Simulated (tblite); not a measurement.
# C5H9NOSi: the cost of one run

Programs: tblite 0.8.0 and PySCF 2.14.0, with density-fitted response routines of our own. Each step states its level of theory. These are calculated values for one molecule in the gas phase, unless marked as measured. Atoms are numbered from 0 throughout.

## (1) The starting structure

17 atoms, charge 0, multiplicity 1; geometry from: force field or distance geometry start.

Bonds of the start (Å): N0–C1 1.17, C1–C2 1.46, C2–C3 1.54, C3–C4 1.53, C4–Si5 1.88, Si5–O6 1.68, O6–C7 1.44, C7–C2 1.55, C2–H8 1.10, C3–H9 1.11, C3–H10 1.10, C4–H11 1.10, C4–H12 1.10, Si5–H13 1.48, Si5–H14 1.48, C7–H15 1.09, C7–H16 1.10.

## (2) Geometry optimisation with GFN2-xTB

Job settings and geometry (Å):

```
{"job": {"kind": "relax", "xc": "GFN2-xTB", "basis": "xTB"}, "charge": 0, "multiplicity": 1}
N      3.602900     0.500600     0.558900
C      2.507100     0.363300     0.158300
C      1.144600     0.174400    -0.318400
C      0.471200    -1.017600     0.380900
C     -0.952500    -1.311200    -0.108100
Si    -2.016900     0.239800    -0.155900
O     -0.979200     1.454000    -0.674600
C      0.340900     1.485400    -0.096900
H      1.168900    -0.040800    -1.396800
H      0.441200    -0.842200     1.477400
H      1.079400    -1.928500     0.247100
H     -0.894900    -1.713200    -1.132500
H     -1.427500    -2.076500     0.516500
H     -2.460900     0.564600     1.216100
H     -3.156700     0.102800    -1.082900
H      0.856900     2.317800    -0.568500
H      0.268600     1.739100     0.969600
```

Run with:

```bash
$ OMP_NUM_THREADS=1 python probes_run.py task.json out
```

One launch serves the whole session: the jobs run in the order shown.

**Question.** How long does this first job take on 1 thread of Intel Xeon at 2.50GHz, shared host?

About 1.3 s.
